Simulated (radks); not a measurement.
**Te²⁻ held by a Watson sphere**

One table from this session's results is given with a row withheld; the runs are named, their logs left out.

Program: radks (a radial shooting solver on a logarithmic mesh, Libxc functionals) version 1. Level of theory: scalar-relativistic Kohn-Sham, LDA (Slater exchange, Perdew-Wang correlation), spin-polarised, spherical densities, point nucleus. These are calculated values, not measurements, unless marked.

## Starting point

* element: tellurium (Z = 52)
* charge: -2
* electrons: 54
* configuration: [Xe]

The outer shells:

Te²⁻
```
[Kr] core
4d [↑↓][↑↓][↑↓][↑↓][↑↓]
5s [↑↓]
5p [↑↓][↑↓][↑↓]
```

The first run:

The run's settings:

```text
Z 52
configuration [Xe]
relativity scalar-relativistic
functional lda,pw
spin polarised
nucleus point
c 137.035999084
watson charge 2 radius 2.57 bohr
response adiabatic LDA kernel
```

Among the steps run: R = 2.57 bohr; R = 3.19 bohr; R = 4.05 bohr; R = 4.83 bohr; R = 5.14 bohr; R = 5.84 bohr.

One of the session's tables, all rows but one given; the rest of the session is left out.

| R (bohr) | highest level (eV) | its <r> (bohr) | sum of <r²> (bohr²) | α (bohr³) |
| --- | --- | --- | --- | --- |
| 2.57 | -7.314 | 2.644 | 77.63 | 44.31 |
| 3.19 | ? | ? | ? | ? |
| 4.05 | -5.201 | 2.988 | 92.98 | 88.14 |
| 4.83 | -4.247 | 3.125 | 100.1 | 124.5 |
| 5.14 | -3.915 | 3.172 | 102.8 | 142.2 |
| 5.84 | -3.257 | 3.268 | 108.7 | 190.4 |

**Question.** Estimate the row for R (bohr) = 3.19.

Worked estimate for «highest level (eV)». A straight line through the neighbours (2.57, -7.314) and (4.05, -5.201) gives -7.314 + (-5.201 + 7.314) × (3.19 − 2.57) / (4.05 − 2.57) = -6.429; a parabola fitted to 3 rows on both sides gives -6.381.

**Answer.** highest level (eV): -6.423; its <r> (bohr): 2.801; sum of <r²> (bohr²): 84.31; α (bohr³): 59.02. In «highest level (eV)» the line misses by -0.006 and the parabola by +0.042.

A wider sphere makes a shallower well, so the ion swells.
